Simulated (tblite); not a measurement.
# C3H8AsGe: the cost of one run

Programs: tblite 0.8.0 and PySCF 2.14.0, with density-fitted response routines of our own. Each step states its level of theory. These are calculated values for one molecule in the gas phase, unless marked as measured. Atoms count from 0, in the outputs and in this text.

## Step 1: Starting geometry

13 atoms, charge 0, multiplicity 2; geometry from: force field or distance geometry start.

Bonds of the start (Å): C0–C1 1.33, C1–C2 1.50, C1–Ge3 1.93, Ge3–As4 2.40, C0–H5 1.09, C0–H6 1.09, C2–H7 1.10, C2–H8 1.13, C2–H9 1.09, Ge3–H10 1.52, As4–H11 1.55, As4–H12 1.54.

## Step 2: Geometry optimisation with GFN2-xTB

The job: settings as JSON, then the geometry in Å.

```
{"job": {"kind": "relax", "xc": "GFN2-xTB", "basis": "xTB"}, "charge": 0, "multiplicity": 2}
C     -0.966200     0.903500     0.894600
C     -0.635600     0.169800    -0.159400
C     -1.492700    -1.037900    -0.414500
Ge     0.879100     0.578800    -1.279300
As     2.802400    -0.257400    -0.108000
H     -1.828300     0.689400     1.533700
H     -0.376400     1.784700     1.125100
H     -0.836700    -1.897600    -0.596800
H     -1.997700    -0.805300    -1.395700
H     -2.192000    -1.147300     0.420700
H      1.052700     2.078100    -1.463900
H      3.042100     0.659400     1.123800
H      2.545100    -1.717800     0.302100
```

Run with:

```
> OMP_NUM_THREADS=1 python probes_run.py task.json out
```

One launch serves the whole session: the jobs run in the order shown.

Q: Estimate the wall time of this first job on 1 thread of Arm Neoverse V1, shared host.

About 1.1 s.
